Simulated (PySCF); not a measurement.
# TaSe₂: doublet, from a linear start

The task is one start of a wider search on TaSe₂: the doublet, from a linear start. It is relaxed, tested by its Hessian and followed downhill if it is a saddle.

The runs use PySCF 2.14.0; B3LYP, basis Ta def2-SVP with ECP60, Se def2-SVP, scalar-relativistic core potentials, no spin–orbit coupling, density fitting.

### 1 The system as given

3 atoms, charge 0, spin multiplicity 2.

Bond lengths: Ta1–Se2 2.330 Å, Ta1–Se3 2.330 Å. Angles: Se2–Ta1–Se3 180.0°.

Z-matrix (Å, degrees; charge 0 multiplicity 2):
```
Ta
Se 1 2.3300
Se 1 2.3300 2 180.00
```

### 2 First SCF at the start

One driver script runs all steps and calls PySCF; scf.py shows how it sets up the SCF of each step. The optimiser is the driver's own. After this first run the driver tries any further starts and a stability analysis.

File scf.py:

```python
from pyscf import gto, scf, dft
mol = gto.M(atom='''
Ta     0.000000     0.000000     0.000000
Se     0.000000     0.000000     2.330000
Se     0.000000     0.000000    -2.330000''',
    basis={'Ta': 'def2-SVP', 'Se': 'def2-SVP'},
    ecp={'Ta': 'def2-SVP'},
    charge=0, spin=1)
mf = dft.UKS(mol, xc='B3LYP')
mf.grids.atom_grid = (50, 194)
aux = {'Ta': 'def2-universal-JKFIT', 'Se': 'def2-universal-JKFIT'}
mf = mf.density_fit(auxbasis=aux)
mf.conv_tol = 1e-08
mf.diis_space = 10
mf.max_cycle = 60
mf.init_guess = 'minao'
mf.verbose = 4
mf.kernel()
```

Started as:

```console
OMP_NUM_THREADS=2 python axn.py task.json out
```

Further steps of the session: Relaxing the doublet from the linear start; Frequencies; Downhill along the imaginary mode; Is it a minimum? Harmonic modes.

**Question.** What will these runs give? Wanted: minimum; geometry; wavenumbers; dipole moment; highest occupied, lowest empty level; polar-tensor charge of Ta1; zero-point energy; atomisation energy; ⟨S²⟩.

As calculated:

```
                                          quantity                                value
                                           minimum                         doublet, C2v
                                          geometry  Ta–Se 2.300 Å (×2); Se–Ta–Se 108.4°
                                wavenumbers (cm⁻¹)         106 (a1), 335 (a1), 342 (b2)
                                     dipole moment                               4.48 D
highest occupied, lowest empty level (either spin)                      -6.29, -3.58 eV
                        polar-tensor charge of Ta1                              +0.88 e
                                 zero-point energy                           4.7 kJ/mol
                               entropy at 298.15 K                      328.8 J/(mol K)
         atomisation energy (no zero-point energy)                           892 kJ/mol
                                              ⟨S²⟩                                0.768
```

The linear start (D∞h) ends in a minimum of C2v symmetry, after a stop at a second-order saddle point 197.5 kJ/mol higher, from which it was pushed off along an imaginary mode. The strongest infrared band lies at 342 cm⁻¹ (b2, stretch). Most of the spin sits on Ta1 (Mulliken spin 1.25, against 1 for the whole molecule). Other starts or spin states, not run here, may lie lower. Open d and f shells are described by one determinant, and the ground state may have another occupation or spin. Spin–orbit coupling, left out here, can matter for elements this heavy.
